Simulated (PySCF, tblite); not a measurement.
**C₅H₈GeO₃Si: geometry, infrared bands and NMR shifts**

Wanted: the infrared bands and NMR shifts of C₅H₈GeO₃Si (`C#C[SiH2][O][Ge@@H]([CH]=O)[C](C)=O`), by calculation.

Computed with tblite 0.8.0 and PySCF 2.14.0, with density-fitted response routines of our own, on a single molecule in the gas phase. Atoms are numbered from 0 throughout.

## 1. Starting geometry

18 atoms, charge 0, multiplicity 1; geometry from: force field or distance geometry start.

Bonds of the start (Å): C0–C1 1.20, C1–Si2 1.82, Si2–O3 1.71, O3–Ge4 1.80, Ge4–C5 1.91, C5–O6 1.21, Ge4–C7 1.93, C7–C8 1.49, C7–O9 1.22, C0–H10 1.06, Si2–H11 1.46, Si2–H12 1.47, Ge4–H13 1.56, C5–H14 1.08, C8–H15 1.11, C8–H16 1.11, C8–H17 1.11.

## 2. Relaxing the molecule with GFN2-xTB

Job settings and geometry (Å):

```
{"job": {"kind": "relax", "xc": "GFN2-xTB", "basis": "xTB"}, "charge": 0, "multiplicity": 1}
C      1.534100     2.809400    -0.483600
C      1.721000     1.668700    -0.798700
Si     2.032400    -0.072300    -1.244600
O      1.662000    -1.095500     0.072900
Ge    -0.120400    -1.316500     0.099200
C     -0.569500    -2.793000     1.230100
O     -1.730000    -3.109400     1.384500
C     -0.961800     0.277400     0.778900
C     -1.924700     1.042800    -0.068500
O     -0.715900     0.649800     1.910500
H      1.344900     3.818200    -0.214800
H      3.440400    -0.224600    -1.590600
H      1.228000    -0.415300    -2.430300
H     -0.643800    -1.631600    -1.334800
H      0.217900    -3.333300     1.741100
H     -1.561700     2.085100    -0.188500
H     -2.921700     1.075000     0.428700
H     -2.040000     0.571300    -1.069500
```

The run is started by

```
> OMP_NUM_THREADS=1 python probes_run.py task.json out
```

This one command runs all jobs of the session in turn.

The log of the run:

```text
step      E/eV     max force
  0    -831.10212    2.297
  1    -831.24739    1.600
  2    -831.32961    1.523
  3    -831.34746    1.980
  4    -831.39946    0.994
  5    -831.45648    0.744
  6    -831.50350    0.969
  7    -831.52472    0.491
  8    -831.54184    0.453
  9    -831.55696    0.510
 10    -831.57063    0.524
 11    -831.58394    0.404
 12    -831.59985    0.330
 13    -831.61891    0.409
 14    -831.63425    0.361
 15    -831.64402    0.326
 16    -831.65180    0.249
 17    -831.65987    0.258
 18    -831.66867    0.313
 19    -831.67811    0.402
 20    -831.68860    0.357
 21    -831.69812    0.271
 22    -831.70542    0.274
 23    -831.71257    0.278
 24    -831.72007    0.251
 25    -831.72743    0.230
 26    -831.73538    0.257
 27    -831.74354    0.244
 28    -831.75140    0.294
 29    -831.75910    0.260
 30    -831.76556    0.165
 31    -831.76964    0.171
 32    -831.77282    0.312
 33    -831.77747    0.283
 34    -831.78498    0.192
 35    -831.79011    0.160
 36    -831.79476    0.183
 37    -831.80042    0.196
 38    -831.80535    0.164
 39    -831.80913    0.200
 40    -831.81138    0.294
 41    -831.81525    0.169
 42    -831.81894    0.140
 43    -831.82250    0.145
 44    -831.82579    0.131
 45    -831.82798    0.127
 46    -831.82958    0.080
 47    -831.83110    0.110
 48    -831.83293    0.111
 49    -831.83473    0.102
 50    -831.83618    0.107
 51    -831.83732    0.132
 52    -831.83842    0.104
 53    -831.83946    0.121
 54    -831.84023    0.072
 55    -831.84061    0.059
 56    -831.84100    0.060
 57    -831.84162    0.065
 58    -831.84229    0.082
 59    -831.84296    0.066
 60    -831.84350    0.056
 61    -831.84388    0.044
 62    -831.84414    0.039
 63    -831.84434    0.035
 64    -831.84454    0.045
 65    -831.84476    0.060
 66    -831.84501    0.040
 67    -831.84530    0.051
 68    -831.84567    0.058
 69    -831.84615    0.057
 70    -831.84671    0.069
 71    -831.84728    0.066
 72    -831.84785    0.060
 73    -831.84847    0.075
 74    -831.84924    0.084
 75    -831.85020    0.084
 76    -831.85131    0.105
 77    -831.85253    0.145
 78    -831.85388    0.162
 79    -831.85475    0.165
 80    -831.85631    0.181
 81    -831.85804    0.089
 82    -831.85929    0.069
 83    -831.86042    0.076
 84    -831.86127    0.078
 85    -831.86253    0.068
 86    -831.86375    0.064
 87    -831.86467    0.066
 88    -831.86435    0.167
 89    -831.86583    0.059
 90    -831.86645    0.054
 91    -831.86857    0.050
 92    -831.86927    0.061
 93    -831.87033    0.082
 94    -831.87169    0.093
 95    -831.87275    0.075
 96    -831.87342    0.104
 97    -831.87397    0.041
 98    -831.87426    0.035
 99    -831.87448    0.027
100    -831.87462    0.030
101    -831.87485    0.025
102    -831.87499    0.019
103    -831.87512    0.019
104    -831.87523    0.019
105    -831.87534    0.019
106    -831.87541    0.034
107    -831.87546    0.058
108    -831.87553    0.025
109    -831.87567    0.042
110    -831.87587    0.081
111    -831.87603    0.037
112    -831.87613    0.024
113    -831.87620    0.030
114    -831.87632    0.048
115    -831.87646    0.051
116    -831.87660    0.026
117    -831.87669    0.020
118    -831.87674    0.020
119    -831.87681    0.021
120    -831.87689    0.021
121    -831.87695    0.022
122    -831.87700    0.019
123    -831.87704    0.023
124    -831.87709    0.025
125    -831.87716    0.022
126    -831.87723    0.019
127    -831.87730    0.024
128    -831.87736    0.020
129    -831.87743    0.024
130    -831.87754    0.026
131    -831.87768    0.038
132    -831.87783    0.042
133    -831.87797    0.034
134    -831.87807    0.026
135    -831.87817    0.027
136    -831.87828    0.032
137    -831.87841    0.034
138    -831.87850    0.021
139    -831.87855    0.019
140    -831.87859    0.018
141    -831.87862    0.021
142    -831.87868    0.023
143    -831.87878    0.029
144    -831.87893    0.035
145    -831.87914    0.045
146    -831.87937    0.043
147    -831.87958    0.037
148    -831.87974    0.056
149    -831.88002    0.052
150    -831.88043    0.060
151    -831.88084    0.053
152    -831.88113    0.051
153    -831.88131    0.032
154    -831.88138    0.014
155    -831.88141    0.011
156    -831.88142    0.010
157    -831.88144    0.009
```

Wall time 1.6 s (1 thread of Arm Neoverse V1, shared host); peak memory 0.18 GiB.

Step by step: (not every step is listed)

```
step  energy from step 0 (eV)  largest force (eV/Å)
   0                   0.0000                2.2970
   1                  -0.1453                1.6004
   2                  -0.2275                1.5232
   3                  -0.2453                1.9803
   4                  -0.2973                0.9941
   5                  -0.3544                0.7438
   6                  -0.4014                0.9685
   7                  -0.4226                0.4908
   8                  -0.4397                0.4531
  22                  -0.6033                0.2739
  36                  -0.6926                0.1832
  50                  -0.7341                0.1066
  64                  -0.7424                0.0455
  78                  -0.7518                0.1619
  92                  -0.7672                0.0614
 106                  -0.7733                0.0342
 120                  -0.7748                0.0212
 134                  -0.7759                0.0260
 148                  -0.7776                0.0560
 152                  -0.7790                0.0513
 153                  -0.7792                0.0316
 154                  -0.7793                0.0137
 155                  -0.7793                0.0107
 156                  -0.7793                0.0102
 157                  -0.7793                0.0093
```

Close pairs (by a distance rule), those that changed most:

```
  bond  before (Å)  after (Å)  change (Å)
Ge4–C7       1.926      2.069      +0.143
Ge4–C5       1.913      2.033      +0.119
Si2–O3       1.709      1.629      -0.079
O3–Ge4       1.796      1.761      -0.035
C1–Si2       1.824      1.856      +0.032
C5–H14       1.083      1.110      +0.027
C8–H16       1.115      1.089      -0.025
C8–H17       1.112      1.090      -0.022
```

The final coordinates are the input of the step that follows.

## 3. Vibrational analysis with GFN2-xTB

Job settings and geometry (Å):

```
{"job": {"kind": "ir", "xc": "GFN2-xTB", "basis": "xTB"}, "charge": 0, "multiplicity": 1}
C      1.567004     2.633828    -0.452730
C      1.751131     1.499004    -0.805115
Si     1.979391    -0.270313    -1.318512
O      0.597329    -1.089232    -1.045714
Ge    -0.767846    -1.394630     0.024468
C     -0.048309    -2.810295     1.293296
O     -0.651209    -3.791557     1.608962
C     -1.188162     0.468411     0.819811
C     -1.939014     1.383978    -0.082864
O     -0.774307     0.742407     1.908873
H      1.417752     3.629424    -0.144522
H      3.056641    -0.859906    -0.518997
H      2.137466    -0.361463    -2.768506
H     -1.783951    -1.929296    -0.999036
H      0.978033    -2.619936     1.670064
H     -2.149595     2.337008     0.398318
H     -2.863179     0.897756    -0.393529
H     -1.327937     1.541129    -0.972117
```

The log of the run:

```text
mode    cm-1     km/mol
  1      -6.2      0.06
  2      27.2      1.27
  3      35.5      7.19
  4      44.6      1.79
  5      56.6      1.10
  6      70.6      5.00
  7      79.7      2.72
  8     114.7     13.14
  9     120.3      0.75
 10     171.1      8.20
 11     204.7      1.60
 12     231.4      4.65
 13     262.4      1.54
 14     316.5     21.92
 15     317.4      8.32
 16     380.9     36.59
 17     435.8     17.14
 18     484.2     52.25
 19     506.7    105.78
 20     545.5     46.18
 21     584.3    163.52
 22     608.5     25.24
 23     629.0    134.54
 24     648.9      2.85
 25     682.2     32.83
 26     686.1     30.48
 27     739.4     41.71
 28     749.7    408.76
 29     770.5    242.63
 30     912.4    449.27
 31     951.6     53.86
 32     969.7      1.42
 33    1093.0    129.13
 34    1297.6     79.79
 35    1344.9     46.58
 36    1423.8     10.89
 37    1427.4     16.83
 38    1704.5    472.98
 39    1759.4    558.57
 40    1788.0    161.08
 41    2206.9    167.68
 42    2210.5    188.54
 43    2251.6    246.26
 44    2691.4    108.94
 45    2997.8      2.66
 46    3004.8      2.30
 47    3028.8     16.08
 48    3349.2      1.22
```

Wall time 0.96 s (1 thread of Arm Neoverse V1, shared host); peak memory 0.18 GiB.

The strongest bands and the atoms that carry them (share of the mass-weighted mode):

```
cm⁻¹  km/mol                                  atoms
 750   408.8  H11 26 %, H12 23 %, H14 21 %, C5 14 %
 770   242.6                     H12 42 %, H11 39 %
 912   449.3                      O3 68 %, Si2 21 %
1704   473.0                               H13 79 %
1759   558.6     C7 29 %, C5 24 %, O9 19 %, O6 19 %
2207   167.7             H11 37 %, C1 34 %, C0 21 %
2210   188.5             H11 58 %, C1 22 %, C0 13 %
2252   246.3                               H12 95 %
```

## 4. NMR shieldings: PBE0/pcSseg-1

Settings changed since step 3:

```diff
@@ -1,2 +1,2 @@
-{"job": {"kind": "ir", "xc": "GFN2-xTB", "basis": "xTB"}, "charge": 0, "multiplicity": 1}
+{"job": {"kind": "nmr", "xc": "PBE0", "basis": "pcSseg-1"}, "charge": 0, "multiplicity": 1}
 C      1.567004     2.633828    -0.452730
```

Level: GIAO PBE0/pcSseg-1 NMR shielding, non-relativistic, gas phase.

The log of the run:

```text
coarse grid: 75048 points
cycle   1  E = -2785.9540964437  dE =  7.280e-01  |g| = 1.571e+00  |ddm| = 4.167e+00
cycle   2  E = -2784.6391566145  dE =  1.315e+00  |g| = 3.020e+00  |ddm| = 3.296e+00
cycle   3  E = -2786.3030035201  dE = -1.664e+00  |g| = 4.128e-01  |ddm| = 2.624e+00
cycle   4  E = -2786.3297561124  dE = -2.675e-02  |g| = 1.856e-01  |ddm| = 3.580e-01
cycle   5  E = -2786.3345794749  dE = -4.823e-03  |g| = 7.185e-02  |ddm| = 1.597e-01
cycle   6  E = -2786.3355385217  dE = -9.590e-04  |g| = 1.617e-02  |ddm| = 6.116e-02
cycle   7  E = -2786.3355849710  dE = -4.645e-05  |g| = 7.608e-03  |ddm| = 1.896e-02
cycle   8  E = -2786.3355975482  dE = -1.258e-05  |g| = 2.201e-03  |ddm| = 5.775e-03
cycle   9  E = -2786.3355985633  dE = -1.015e-06  |g| = 6.250e-04  |ddm| = 2.235e-03
final grid: 157608 points
cycle  10  E = -2786.3355961164  dE =  1.075e-07  |g| = 1.128e-03  |ddm| = 2.428e-03
cycle  11  E = -2786.3355951795  dE =  9.369e-07  |g| = 2.342e-03  |ddm| = 2.333e-03
cycle  12  E = -2786.3355963938  dE = -1.214e-06  |g| = 1.786e-04  |ddm| = 1.560e-03
cycle  13  E = -2786.3355964009  dE = -7.088e-09  |g| = 3.509e-05  |ddm| = 1.624e-04
cycle  14  E = -2786.3355964012  dE = -2.469e-10  |g| = 1.363e-05  |ddm| = 3.211e-05
converged SCF energy = -2786.3355964012

GIAO shielding tensors (ppm)
atom      isotropic    diamagn.    paramagn.     s11        s22        s33       span
  0 C       82.551     261.371    -178.820      1.477      4.118    242.057    240.580
  1 C       96.655     264.338    -167.683     -3.289      7.188    286.068    289.357
  2 Si     398.947     881.122    -482.175    351.381    386.446    459.014    107.633
  3 O      318.049     406.062     -88.013    250.399    320.215    383.534    133.135
  4 Ge    1483.332    2757.068   -1273.736   1328.127   1541.718   1580.151    252.024
  5 C      -45.990     253.624    -299.613   -137.784    -80.450     80.265    218.048
  6 O     -560.132     395.640    -955.772  -1532.671   -529.560    381.835   1914.506
  7 C      -43.207     255.638    -298.846   -110.986    -95.692     77.055    188.041
  8 C      145.756     254.500    -108.744    114.064    134.964    188.239     74.175
  9 O     -447.093     404.246    -851.339  -1160.802   -465.729    285.253   1446.055
 10 H       29.662      33.743      -4.081     24.560     25.564     38.863     14.303
 11 H       26.170      29.129      -2.959     22.687     24.204     31.620      8.933
 12 H       26.309      28.107      -1.798     22.691     24.466     31.770      9.078
 13 H       25.955      28.936      -2.981     20.015     21.607     36.243     16.228
 14 H       19.518      29.312      -9.794     13.625     19.478     25.450     11.825
 15 H       29.387      30.121      -0.733     26.322     27.530     34.311      7.989
 16 H       28.982      30.112      -1.130     25.716     29.155     32.076      6.360
 17 H       28.347      33.306      -4.959     25.728     28.183     31.131      5.403
```

Run time: 98 s. Hardware: 1 thread of Arm Neoverse V1, shared host; peak memory 1.1 GiB.

Shifts follow as δ = σ(reference) − σ, with reference shieldings (ppm) from runs at the same level and on the same kind of geometry: 1H TMS 31.72, 13C TMS 186.9, 29Si TMS 349.2, 17O H2O 336.1, 73Ge GeMe4 1331. The references are single molecules in the gas phase, so shifts against H2O, NH3, PH3, H3PO4 or CFCl3 are not on the usual liquid scales and can be off by tens of ppm. Atoms listed in one row are averaged.

```
        atoms                                  environment  σ (ppm)  δ (ppm)
           C5                              carbonyl carbon    -46.0    232.9
           C7                              carbonyl carbon    -43.2    230.1
           C0                       terminal alkyne carbon     82.6    104.4
           C1                                alkyne carbon     96.7     90.3
           C8                methyl carbon α to a carbonyl    145.8     41.2
          H14                hydrogen on a carbonyl carbon    19.52    12.20
          H13     hydrogen on a germanium bonded to 2 C, O    25.96     5.76
          H11         hydrogen on a silicon bonded to C, O    26.17     5.55
          H12         hydrogen on a silicon bonded to C, O    26.31     5.41
H15, H16, H17  hydrogen on a methyl carbon α to a carbonyl    28.91     2.81
          H10         hydrogen on a terminal alkyne carbon    29.66     2.05
          Si2                  silicon bonded to C, O, 2 H    398.9    -49.8
           O6                              carbonyl oxygen   -560.1    896.2
           O9                              carbonyl oxygen   -447.1    783.2
           O3                      oxygen bonded to Ge, Si    318.0     18.0
          Ge4                germanium bonded to 2 C, O, H     1483     -152
```

The run also stored atomic charges by several schemes (e):

```
atoms  Mulliken    IAO  Hirshfeld  ESP fit
   C0     -0.16  -0.18      -0.07    -0.32
   C1     -0.23  -0.36      -0.16    -0.19
  Si2      0.90   1.03       0.41     0.62
   O3     -0.85  -0.86      -0.33    -0.44
  Ge4      0.90   0.82       0.42     0.25
   C5     -0.01   0.05       0.07     0.38
   O6     -0.31  -0.33      -0.20    -0.40
   C7     -0.07   0.21       0.10     0.55
   C8     -0.24  -0.47      -0.12    -0.50
   O9     -0.32  -0.36      -0.22    -0.45
```

Mayer bond orders: C0–C1 2.55, C1–Si2 0.89, Si2–O3 1.00, O3–Ge4 0.70, Ge4–C5 0.83, C5–O6 1.98, Ge4–C7 0.77, C7–C8 0.98, C7–O9 1.96.

The fields below are evaluated on a grid from the run's orbitals.

Frontier orbitals at PBE0/pcSseg-1, with the share of their density that lies nearest to each atom:

```
orbital  energy (eV)                                    lies on
   HOMO        -6.77  O6, O9 about 23 % each; C7 12 %; Ge4 11 %
   LUMO        -1.86                  C5 28 %; O6 21 %; C7 12 %
```

ELF in a plane through or near 6 of the atoms.

Ten even steps from ' ' (0.00) to '@' (1.00):
```
                                                        
                                                        
                          ..==++--                      
                          %%@@@@@@==                    
              ..----::....@@@@@@@@%%..                  
            ::==++******--##@@@@@@--                    
            ==**%%%%--%%%%::====..                      
          ::****==%%::**%%::....      ....              
        ..**%%##--%%%%**==  ..::..  ..==++::            
          ==##****##**::      ....::++**==++==++::      
                        ..====--::==@@##--%%==%%++..    
                      ::====%%##--==****++##**%%==..    
                ::==--++%%**--##++--::....**%%**::      
              ::@@@@@@**##++++++::        ::--..        
              --@@@@@@**::::::..                        
                %%@@@@::                                
                                                        
                                                        
                                                        
                                                        
```
The map spans 13.4 Å across and 11.4 Å up, centred on the molecule. Atoms in the plane (x, y in Å): C1 (-1.7, 1.7), C5 (3.1, -0.1), O6 (4.1, -0.6), C7 (-0.2, -1.5), H11 (0.6, 3.1), H15 (-2.0, -2.5).

On the surface of density 0.002 e/bohr³ the electrostatic potential runs, from the 1st to the 99th percentile, from -1.29 V near O6 to 1.70 V near H10.

## 5. Outcome

| quantity | value |
| --- | --- |
| strongest single infrared mode (GFN2-xTB) | 1759 cm⁻¹, 559 km/mol |
| zero-point energy (GFN2-xTB) | 67.1 kcal/mol |
| 13C shifts against TMS (PBE0/pcSseg-1) | 232.9, 230.1, 104.4, 90.3, 41.2 ppm |
| 1H shifts against TMS (PBE0/pcSseg-1, means over atoms taken as alike) | 12.20, 5.76, 5.55, 5.41, 2.81, 2.05 ppm |
| 29Si shifts against TMS (PBE0/pcSseg-1) | -49.8 ppm |
| 17O shifts against H2O (PBE0/pcSseg-1) | 896.2, 783.2, 18.0 ppm |
| 73Ge shifts against GeMe4 (PBE0/pcSseg-1) | -152 ppm |
| surface potential, 1st and 99th percentile | -1.29 V and 1.70 V |

In words: Relaxing lowered the energy by 0.779 eV in 157 steps; the close pair that moved most is Ge4–C7, from 1.926 to 2.069 Å. The lowest mode is slightly imaginary (6i cm⁻¹), a soft motion within the noise of the Hessian, so the minimum is not strictly shown. The strongest single mode, at 1759 cm⁻¹, is spread over several atoms, C7, C5, O9, O6 among them. GFN2-xTB is a fitted tight-binding method: band positions and strengths are rough. Its intensities can rank the bands wrongly. At PBE0/pcSseg-1: The largest span, 1915 ppm, is at O6, where the paramagnetic term is -956 ppm. By nearest atom (PBE0/pcSseg-1), the HOMO sits on O6, O9 about 23 % each; C7 12 % and the LUMO on C5 28 %; O6 21 %. Spin-orbit coupling is left out, which matters for shieldings and couplings at and beside the heavy atoms.
